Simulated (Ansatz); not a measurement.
# MnS: the cost of one run

Program: the Python package of Ansatz 0.2.0. Level of theory: DFT PBE+U, plane waves, PAW. These are calculated values, not measurements.

The COD entry's cell or inner coordinates are ideal or old and differ from later refinements, so a difference from it is no clean test against experiment.

## Step 1: The system

It takes space group Fm-3m (No. 225, cubic). The conventional cell has a = 5.209 Å, b = 5.209 Å, c = 5.209 Å, α = 90.00°, β = 90.00°, γ = 90.00°. Mn (site symmetry m-3m) is surrounded by 6 S at 2.60 Å. Around S (site symmetry m-3m) lie 6 Mn at 2.60 Å.

POSCAR_mns, read by the script:

```text
MnS
1.0
   0.00000000    2.60450000    2.60450000
   2.60450000    0.00000000    2.60450000
   2.60450000    2.60450000    0.00000000
Mn S
1 1
Direct
   0.00000000    0.00000000    0.00000000
   0.50000000    0.50000000    0.50000000
```

## Step 2: Script

File plus_u_mns.py:

```python
"""DFT+U scan for MnS."""

import warnings

import ansatz as az
from ase.io import read
import numpy as np


def count_gap(report):
    # lowest empty less highest filled band, counting bands; zero where they overlap
    return max(report.get("gap_by_band_count_ev") or 0.0, 0.0)


def main() -> None:
    warnings.simplefilter("ignore", az.DeckWarning)

    atoms = read("POSCAR_mns", format="vasp")
    crystal = az.Crystal.from_ase(atoms).moments(Mn=4)

    job = (
        crystal.calculation()
        .functional("pbe")
        .kpoints(12, 12, 12)  # the mesh must be finer for metals
        .occupations("gaussian")
        .spin("collinear")
        .scf(tolerance=1e-09)
        .band_table()  # levels at the mesh points
    )
    rows = []
    for u in [0.0, 2.0, 4.0, 6.0]:
        data = job.hubbard("Mn", "d", u_eff=u).run().report
        shell = data["hubbard"]["n_scf"]
        rows.append((u, count_gap(data), sum(shell) / len(shell), max(abs(m) for m in data["site_moments_mub"]), data["n_iterations"]))
    for row in rows:
        print("; ".join(f"{name} = {round(v, 4) if isinstance(v, float) else v}" for name, v in zip(["U_eff eV", "gap by band count eV", "Mn d occupation (projector)", "largest moment muB", "iterations"], row)))


if __name__ == "__main__":
    main()
```

## Step 3: The input behind the calls

The package turns the script's settings into the engine's input (first run):

```yaml
crystal:
  lattice:
    - [0.0, 2.6045, 2.6045]
    - [2.6045, 0.0, 2.6045]
    - [2.6045, 2.6045, 0.0]
  atoms:
    - { symbol: Mn, position: [0.0, 0.0, 0.0] }
    - { symbol: S, position: [0.5, 0.5, 0.5] }
kpoints:
  mp_grid:
    grid: [12, 12, 12]
hamiltonian:
  xc: pbe
  hubbard:
    - { species: Mn, l: d, u_eff: 0.0 }
magnetization:
  spin_polarized: true
  per_species:
    Mn: 4.0
scf:
  convergence:
    dr2_threshold: 1.0e-09
  occupations:
    method: gaussian
output:
  eigenvalues: true
```

## Step 4: Running it

Started as:

```console
$ python plus_u_mns.py
```

What time and memory should one allow on 1 thread of Arm Neoverse V1, shared host?

About 36 s, with a peak of 0.48 GiB.
